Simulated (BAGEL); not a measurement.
**One shape, several levels: doublet C2H5FSi+**

Wanted: a comparison of 4 runs (UHF/STO-3G, UHF/3-21G, ROHF/6-31G*, ROHF/cc-pVDZ) of doublet C2H5FSi+. 

Program for the calculation: BAGEL 1.2.2.

1 further run of the same task is left out (it didn't finish).

## Step 1: The molecule

C2H5FSi+ has 9 atoms, charge +1, and is taken as a doublet. SMILES of the parent species: `F/C=C/[SiH3]`. The shape is that of a PBE0-D4/def2-TZVP optimisation. That shape belongs to the parent species and isn't relaxed for this state.

Bond lengths: F1–C2 1.336 Å, C2–C3 1.322 Å, C3–Si4 1.852 Å, C2–H5 1.086 Å, C3–H6 1.087 Å, Si4–H7 1.487 Å, Si4–H8 1.487 Å, Si4–H9 1.487 Å. Some angles: F1–C2–C3 122.8°, C2–C3–Si4 121.1°, F1–C2–H5 111.4°, C3–C2–H5 125.9°, C2–C3–H6 117.6°, Si4–C3–H6 121.3°, C3–Si4–H7 110.8°, C3–Si4–H8 110.8°, C3–Si4–H9 108.6°, H7–Si4–H8 107.9°.

## Step 2: A single-point energy at UHF/STO-3G (density fitting with qzvpp-jkfit) (run 1)

input.json reads:

```json
{ "bagel" : [

{
  "title" : "molecule",
  "basis" : "sto-3g",
  "df_basis" : "qzvpp-jkfit",
  "angstrom" : true,
  "geometry" : [
    { "atom" : "F", "xyz" : [   -1.259900,    2.360900,    0.506400 ] },
    { "atom" : "C", "xyz" : [   -0.578300,    1.355000,   -0.048000 ] },
    { "atom" : "C", "xyz" : [   -0.336700,    0.219900,    0.584900 ] },
    { "atom" : "Si", "xyz" : [    0.614100,   -1.145000,   -0.228900 ] },
    { "atom" : "H", "xyz" : [   -0.264200,    1.599600,   -1.058100 ] },
    { "atom" : "H", "xyz" : [   -0.716100,    0.118100,    1.598600 ] },
    { "atom" : "H", "xyz" : [    1.843700,   -1.465600,    0.542800 ] },
    { "atom" : "H", "xyz" : [   -0.206700,   -2.381600,   -0.316300 ] },
    { "atom" : "H", "xyz" : [    0.992500,   -0.707600,   -1.598500 ] }
  ]
},
{ "title" : "uhf", "charge" : 1, "nopen" : 1 },
{ "title" : "print", "file" : "orbitals.molden", "orbitals" : true }

]}
```

Run with:

```
$ BAGEL_NUM_THREADS=1 BAGEL input.json > input.out
```

Log:

```text
* using 1 threads per process

  ===============================================================
  ===============================================================

  *** Geometry ***

  { "atom" : "F", "xyz" : [     -2.380866,      4.461454,      0.956957 ] },
  { "atom" : "C", "xyz" : [     -1.092829,      2.560579,     -0.090707 ] },
  { "atom" : "C", "xyz" : [     -0.636271,      0.415551,      1.105301 ] },
  { "atom" : "Si", "xyz" : [      1.160481,     -2.163736,     -0.432558 ] },
  { "atom" : "H", "xyz" : [     -0.499266,      3.022806,     -1.999519 ] },
  { "atom" : "H", "xyz" : [     -1.353233,      0.223177,      3.020916 ] },
  { "atom" : "H", "xyz" : [      3.484088,     -2.769583,      1.025743 ] },
  { "atom" : "H", "xyz" : [     -0.390606,     -4.500572,     -0.597720 ] },
  { "atom" : "H", "xyz" : [      1.875553,     -1.337170,     -3.020727 ] },

  Number of auxiliary basis functions:      445

  Since a DF basis is specified, we compute 2- and 3-index integrals:
    o Being stored without compression. Storage requirement is 0.003 GB

  Number of basis functions:       29
  Number of electrons      :       40

    * METHOD: MOLECULE                             0.14

  *** Open-shell HF ***

  === Nuclear Repulsion ===
   148.9502593729

      * DIIS with orbital gradients will be used.

  === UHF iteration (sto-3g) ===
      0       -460.93481188          0.04082167           0.03
      1       -461.04123388          0.01788338           0.03
      2       -461.05833651          0.00729333           0.03
      3       -461.06156795          0.00098892           0.03
      4       -461.06186731          0.00022949           0.03
      5       -461.06189574          0.00012227           0.03
      6       -461.06190120          0.00009116           0.03
      7       -461.06190537          0.00006154           0.03
      8       -461.06190826          0.00001953           0.03
      9       -461.06190853          0.00001518           0.03
     10       -461.06190878          0.00000752           0.03
     11       -461.06190886          0.00000221           0.03
     12       -461.06190887          0.00000058           0.03
     13       -461.06190887          0.00000024           0.03
     14       -461.06190888          0.00000011           0.03
     15       -461.06190888          0.00000009           0.03
     16       -461.06190888          0.00000007           0.03
     17       -461.06190888          0.00000005           0.03
     18       -461.06190888          0.00000003           0.03
     19       -461.06190888          0.00000001           0.03
    * SCF iteration converged.

    * S^2 (UHF) is 0.7598

    * Permanent dipole moment:
           (    0.198900,    -0.368899,    -0.081574) a.u.

    * METHOD: UHF                                  0.63

    * METHOD: PRINT                                0.00

  ===============================================================
```

Wall time 0.95 s (1 thread of Arm Neoverse V1, shared host).

## Step 3: The energy at UHF/3-21G (density fitting with qzvpp-jkfit) (run 2)

input.json reads:

```json
{ "bagel" : [

{
  "title" : "molecule",
  "basis" : "3-21g",
  "df_basis" : "qzvpp-jkfit",
  "angstrom" : "true",
  "geometry" : [
    { "atom" : "F", "xyz" : [      -1.259900,       2.360900,       0.506400 ] },
    { "atom" : "C", "xyz" : [      -0.578300,       1.355000,      -0.048000 ] },
    { "atom" : "C", "xyz" : [      -0.336700,       0.219900,       0.584900 ] },
    { "atom" : "Si", "xyz" : [       0.614100,      -1.145000,      -0.228900 ] },
    { "atom" : "H", "xyz" : [      -0.264200,       1.599600,      -1.058100 ] },
    { "atom" : "H", "xyz" : [      -0.716100,       0.118100,       1.598600 ] },
    { "atom" : "H", "xyz" : [       1.843700,      -1.465600,       0.542800 ] },
    { "atom" : "H", "xyz" : [      -0.206700,      -2.381600,      -0.316300 ] },
    { "atom" : "H", "xyz" : [       0.992500,      -0.707600,      -1.598500 ] }
  ]
},

{ "title" : "uhf", "charge" : 1, "nopen" : 1 },

{ "title" : "print", "file" : "orbitals.molden", "orbitals" : "true" }

]}
```

Run with:

```
$ BAGEL_NUM_THREADS=1 BAGEL input.json > input.out
```

Log:

```text
* using 1 threads per process

  ===============================================================
  ===============================================================

  *** Geometry ***

  { "atom" : "F", "xyz" : [     -2.380866,      4.461454,      0.956957 ] },
  { "atom" : "C", "xyz" : [     -1.092829,      2.560579,     -0.090707 ] },
  { "atom" : "C", "xyz" : [     -0.636271,      0.415551,      1.105301 ] },
  { "atom" : "Si", "xyz" : [      1.160481,     -2.163736,     -0.432558 ] },
  { "atom" : "H", "xyz" : [     -0.499266,      3.022806,     -1.999519 ] },
  { "atom" : "H", "xyz" : [     -1.353233,      0.223177,      3.020916 ] },
  { "atom" : "H", "xyz" : [      3.484088,     -2.769583,      1.025743 ] },
  { "atom" : "H", "xyz" : [     -0.390606,     -4.500572,     -0.597720 ] },
  { "atom" : "H", "xyz" : [      1.875553,     -1.337170,     -3.020727 ] },

  Number of auxiliary basis functions:      445

  Since a DF basis is specified, we compute 2- and 3-index integrals:
    o Being stored without compression. Storage requirement is 0.009 GB

  Number of basis functions:       50
  Number of electrons      :       40

    * METHOD: MOLECULE                             0.15

  *** Open-shell HF ***

  === Nuclear Repulsion ===
   148.9502593729

      * DIIS with orbital gradients will be used.

  === UHF iteration (3-21g) ===
      0       -464.00869970          0.04041903           0.05
      1       -464.09869898          0.02555045           0.05
      2       -464.11882529          0.01712250           0.05
      3       -464.13110813          0.00197380           0.05
      4       -464.13231701          0.00077857           0.05
      5       -464.13254964          0.00028547           0.05
      6       -464.13261117          0.00006372           0.05
      7       -464.13262359          0.00002772           0.05
      8       -464.13262844          0.00001763           0.05
      9       -464.13263249          0.00000641           0.05
     10       -464.13263316          0.00000267           0.05
     11       -464.13263323          0.00000102           0.05
     12       -464.13263324          0.00000060           0.05
     13       -464.13263324          0.00000034           0.05
     14       -464.13263324          0.00000021           0.05
     15       -464.13263324          0.00000011           0.05
     16       -464.13263324          0.00000008           0.05
     17       -464.13263324          0.00000005           0.05
     18       -464.13263324          0.00000002           0.05
     19       -464.13263324          0.00000001           0.05
    * SCF iteration converged.

    * S^2 (UHF) is 0.7558

    * Permanent dipole moment:
           (   -0.014557,     0.004853,     0.029326) a.u.

    * METHOD: UHF                                  1.15

    * METHOD: PRINT                                0.01

  ===============================================================
```

Run time: 1.5 s. Hardware: 1 thread of Arm Neoverse V1, shared host.

Run 3 isn't shown in full; the table further down has it.

## Step 4: The energy at ROHF/cc-pVDZ (density fitting with qzvpp-jkfit) (run 4)

input.json: that of step 3 with these lines changed.

```diff
@@ -4,5 +4,5 @@
   "title" : "molecule",
-  "basis" : "3-21g",
+  "basis" : "cc-pvdz.json",
   "df_basis" : "qzvpp-jkfit",
-  "angstrom" : "true",
+  "angstrom" : true,
   "geometry" : [
@@ -20,5 +20,5 @@
 
-{ "title" : "uhf", "charge" : 1, "nopen" : 1 },
+{ "title" : "rohf", "charge" : 1, "nopen" : 1 },
 
-{ "title" : "print", "file" : "orbitals.molden", "orbitals" : "true" }
+{ "title" : "print", "file" : "orbitals.molden", "orbitals" : true }
```

The basis set cc-pVDZ is read from a file made from the Basis Set Exchange's data (not shown).

Run with:

```
$ BAGEL_NUM_THREADS=1 BAGEL input.json > input.out
```

Log:

```text
* using 1 threads per process

  ===============================================================
  ===============================================================

  *** Geometry ***

  { "atom" : "F", "xyz" : [     -2.380866,      4.461454,      0.956957 ] },
  { "atom" : "C", "xyz" : [     -1.092829,      2.560579,     -0.090707 ] },
  { "atom" : "C", "xyz" : [     -0.636271,      0.415551,      1.105301 ] },
  { "atom" : "Si", "xyz" : [      1.160481,     -2.163736,     -0.432558 ] },
  { "atom" : "H", "xyz" : [     -0.499266,      3.022806,     -1.999519 ] },
  { "atom" : "H", "xyz" : [     -1.353233,      0.223177,      3.020916 ] },
  { "atom" : "H", "xyz" : [      3.484088,     -2.769583,      1.025743 ] },
  { "atom" : "H", "xyz" : [     -0.390606,     -4.500572,     -0.597720 ] },
  { "atom" : "H", "xyz" : [      1.875553,     -1.337170,     -3.020727 ] },

  Number of auxiliary basis functions:      445

  Since a DF basis is specified, we compute 2- and 3-index integrals:
    o Being stored without compression. Storage requirement is 0.026 GB

  Number of basis functions:       85
  Number of electrons      :       40

    * METHOD: MOLECULE                             0.20

  *** Open-shell HF ***

  === Nuclear Repulsion ===
   148.9502593729

      * DIIS with orbital gradients will be used.

  === ROHF iteration (cc-pvdz.json) ===
      0       -466.50385817          0.02492845           0.10
      1       -466.61113756          0.01502393           0.10
      2       -466.63732765          0.00939843           0.10
      3       -466.65443713          0.00183193           0.10
      4       -466.65609061          0.00065231           0.10
      5       -466.65636188          0.00023072           0.10
      6       -466.65640758          0.00004876           0.10
      7       -466.65642300          0.00002715           0.10
      8       -466.65642421          0.00001575           0.10
      9       -466.65642458          0.00000535           0.10
     10       -466.65642437          0.00000172           0.10
     11       -466.65642425          0.00000099           0.10
     12       -466.65642424          0.00000035           0.10
     13       -466.65642423          0.00000015           0.10
     14       -466.65642422          0.00000005           0.10
     15       -466.65642423          0.00000001           0.10
     16       -466.65642422          0.00000001           0.10
    * SCF iteration converged.

    * S^2 (ROHF) is 0.7500

    * Permanent dipole moment:
           (   -0.015156,     0.003832,     0.031907) a.u.

    * METHOD: ROHF                                 1.84

    * METHOD: PRINT                                0.02

  ===============================================================
```

It took 2.2 s on 1 thread of Arm Neoverse V1, shared host; peak memory 0.11 GiB.

## Step 5: The series

```csv
run,level,energy (Eh),⟨S²⟩,wall time
1,UHF/STO-3G (density fitting with qzvpp-jkfit),-461.061909,0.760,0.95 s
2,UHF/3-21G (density fitting with qzvpp-jkfit),-464.132633,0.756,1.5 s
3,"ROHF/6-31G* (density fitting with qzvpp-jkfit, spherical functions)",-466.628542,0.750,1.9 s
4,ROHF/cc-pVDZ (density fitting with qzvpp-jkfit),-466.656424,0.750,2.2 s
```

## Step 6: Outcome

| quantity | value |
| --- | --- |
| run 4: total energy | -466.65642 Eh |
| run 4: ⟨S²⟩ | 0.750 |

What this shows: In run 1 the basis is minimal, so the values are rough. All runs together took 6.5 s, the longest 2.2 s.
